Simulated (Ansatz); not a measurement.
The system is SrCd.

```
Cd Sr
1.0
     4.00300    0.00000    0.00000
     0.00000    4.00300    0.00000
     0.00000    0.00000    4.00300
Cd Sr
1 1
Direct
  0.00000 0.00000 0.00000
  0.50000 0.50000 0.50000
```

| Item | Value |
| --- | --- |
| Program | Ansatz 0.2.0 |
| Task | relaxation of cell and atoms |
| Functional | RPBE |
| Potentials or basis | Ansatz PAW |
| Cutoff | 420 eV (not typed: the program's choice for these potentials) |
| k mesh | 7 × 7 × 7 |
| Occupations | fermi-dirac, width 0.05 eV |
| Spin | no spin polarisation |

At the start: volume 32.07 Å³/atom.

Task: How do energy, volume and symmetry change on relaxing?

Result: It ends after 5 steps and the volume is 36.02 Å³/atom (+12.3 %); space group Pm-3m (No. 221, to 0.05 Å).

Step by step:
| step | energy change (eV) | largest force (eV/Å) | volume (Å³) |
| --- | --- | --- | --- |
| 1 | 0.0000 | 0.0000 | 64.14 |
| 2 | -0.0613 | 0.0000 | 69.25 |
| 3 | -0.0685 | 0.0000 | 71.59 |
| 4 | -0.0687 | 0.0000 | 72.04 |
| 5 | -0.0697 | 0.0000 | 72.04 |

Final structure:
```
CELL_PARAMETERS angstrom
4.16103 0.00000 0.00000
0.00000 4.16103 0.00000
0.00000 0.00000 4.16103
ATOMIC_POSITIONS crystal
Cd 0.00000 0.00000 0.00000
Sr 0.50000 0.50000 0.50000
```

Caveat: the plane-wave basis is chosen anew once the cell has moved, so the energies of steps on either side of that aren't comparable; the PAW data sets come from PBE, with cores solved anew for the run's functional, which leaves a small shift of forces and pressure.
